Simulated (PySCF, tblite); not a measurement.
# C4H12B2O2: geometry, infrared bands and NMR shifts

Aim: predict the infrared bands and NMR shifts of C4H12B2O2 (`BOB(C)OC(C)C`).

Computed with tblite 0.8.0 and PySCF 2.14.0, with density-fitted response routines of our own, on a single molecule in the gas phase. Atoms count from 0, in the outputs and in this text.

**1. The molecule as given**

20 atoms, charge 0, multiplicity 1; geometry from: force field or distance geometry start.

Bonds of the start (Å): B0–O1 1.45, O1–B2 1.46, B2–C3 1.59, B2–O4 1.45, O4–C5 1.38, C5–C6 1.51, C5–C7 1.51, B0–H8 1.20, B0–H9 1.21, C3–H10 1.11, C3–H11 1.12, C3–H12 1.09, C5–H13 1.11, C6–H14 1.12, C6–H15 1.08, C6–H16 1.13, C7–H17 1.10, C7–H18 1.12, C7–H19 1.12.

**2. Geometry optimisation with GFN2-xTB**

The job: settings as JSON, then the geometry in Å.

```
{"job": {"kind": "relax", "xc": "GFN2-xTB", "basis": "xTB"}, "charge": 0, "multiplicity": 1}
B     -2.386600     0.778900     0.956300
O     -1.273800    -0.153700     0.949400
B     -0.879500    -0.574900    -0.392200
C     -1.945100    -1.378400    -1.248700
O      0.346800    -0.038500    -0.952700
C      1.204900     0.144800     0.118100
C      1.489100     1.628500     0.217400
C      2.456100    -0.698900     0.069600
H     -3.445000     0.297900     0.649900
H     -2.473800     1.532200     1.895600
H     -1.458500    -1.997000    -2.037900
H     -2.511900    -2.036300    -0.548300
H     -2.626800    -0.654100    -1.700300
H      0.659000    -0.179200     1.023000
H      1.487900     2.017400     1.268200
H      2.381400     1.959200    -0.303200
H      0.619600     2.119700    -0.302100
H      3.171100    -0.418100    -0.720900
H      2.194000    -1.782400     0.011500
H      2.986100    -0.556500     1.044000
```

The run is started by

```sh
> OMP_NUM_THREADS=1 python probes_run.py task.json out
```

One launch serves the whole session: the jobs run in the order shown.

**Question.** This job is followed by: GFN2-xTB harmonic vibrations, gas phase; GIAO PBE0/pcSseg-1 NMR shielding, non-relativistic, gas phase. What will the session give for the following? strongest single infrared mode (GFN2-xTB); zero-point energy (GFN2-xTB); ¹³C shifts against TMS (PBE0/pcSseg-1, means over atoms taken as alike); ¹H shifts against TMS (PBE0/pcSseg-1, means over atoms taken as alike); ¹¹B shifts against BF3·OEt2 (PBE0/pcSseg-1); ¹⁷O shifts against H2O (PBE0/pcSseg-1).

The runs gave:

| quantity | value |
| --- | --- |
| strongest single infrared mode (GFN2-xTB) | 1548 cm⁻¹, 566 km/mol |
| zero-point energy (GFN2-xTB) | 102.0 kcal/mol |
| ¹³C shifts against TMS (PBE0/pcSseg-1, means over atoms taken as alike) | 68.7, 26.8, 1.7 ppm |
| ¹H shifts against TMS (PBE0/pcSseg-1, means over atoms taken as alike) | 5.47, 4.31, 1.28, 0.33 ppm |
| ¹¹B shifts against BF3·OEt2 (PBE0/pcSseg-1) | 40.9, 25.2 ppm |
| ¹⁷O shifts against H2O (PBE0/pcSseg-1) | 275.9, 166.0 ppm |

What this shows: Relaxing lowered the energy by 2.155 eV in 129 steps; the close pair that moved most is B0–O1, from 1.452 to 1.298 Å. No mode is imaginary among the 54: a minimum at this level. The strongest single mode, at 1548 cm⁻¹, moves mainly O1 and B0. GFN2-xTB is a fitted tight-binding method: band positions and strengths are rough. Its intensities can rank the bands wrongly. At PBE0/pcSseg-1: Shielding is most anisotropic at O1 (span 277 ppm, paramagnetic term -333 ppm).
